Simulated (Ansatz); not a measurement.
# Al₂H₄Se: how energies converge with the basis set

How large a basis does Al₂H₄Se need? Two functionals are run in growing sets.

The runs use Ansatz 0.2.0, Gaussian basis; one geometry, several basis sets.

Levels to be run: PBE0-D4/def2-SVP; ωB97M-V/def2-SVP; PBE0-D4/def2-QZVPP; ωB97M-V/def2-QZVPP; the functionals' def2-TZVPP values are taken from earlier runs.

## 1. The relaxed structure

All runs share one geometry, relaxed beforehand with PBE0-D4 in a triple-zeta def2 set.

7 atoms, charge 0, spin multiplicity 1.

Atoms are counted from 1 here; the program's logs count them from 0.

Bond lengths: Al1–Al2 2.584 Å, Al1–H4 1.593 Å, Al1–H5 1.593 Å, Al2–Se3 2.331 Å, Al2–H6 1.591 Å, Se3–H7 1.469 Å. Angles: Al2–Al1–H4 121.5°, Al2–Al1–H5 121.4°, H4–Al1–H5 117.1°, Al1–Al2–Se3 117.0°, Al1–Al2–H6 127.9°, Se3–Al2–H6 115.1°, Al2–Se3–H7 93.6°.

## 2. PBE0-D4 in def2-SVP

File in.yaml:

```yaml
crystal:
  periodic: [false, false, false]
  atoms:
    - {symbol: Al, position_ang: [-1.578054, 0.539633, -0.900264]}
    - {symbol: Al, position_ang: [0.683428, 0.231585, 0.310276]}
    - {symbol: Se, position_ang: [1.280704, -1.943041, 0.899269]}
    - {symbol: H, position_ang: [-1.688000, 0.476069, -2.487903]}
    - {symbol: H, position_ang: [-2.924342, 0.803040, -0.090881]}
    - {symbol: H, position_ang: [1.736975, 1.353112, 0.713599]}
    - {symbol: H, position_ang: [2.550590, -1.528300, 1.510404]}
basis:
  gaussian: {orbitals: def2-SVP}
hamiltonian: {xc: pbe0, dispersion: d4}
output: {orbitals: {seedname: orbitals}}
```

Started as:

```console
$ ansatz run in.yaml --threads 2 --pin off --events-out ev --progress --plain --max-ram 4352MiB
```

After this run come: ωB97M-V in def2-SVP; PBE0-D4 in def2-QZVPP; ωB97M-V in def2-QZVPP.

**Question.** What will the summary of the whole plan be? Wanted: PBE0-D4: double and triple zeta above quadruple; ωB97M-V: double and triple zeta above quadruple.

**Answer**, as computed:

| quantity | value |
| --- | --- |
| PBE0-D4: double and triple zeta above quadruple | 14.45, 1.77 eV |
| ωB97M-V: double and triple zeta above quadruple | 14.38, 1.73 eV |

In words: For PBE0-D4 the step from double to triple zeta gains 12.67 eV and the next only 1.77 eV. These are total energies; as a rule much of such shifts cancels in differences, which this series doesn't test.
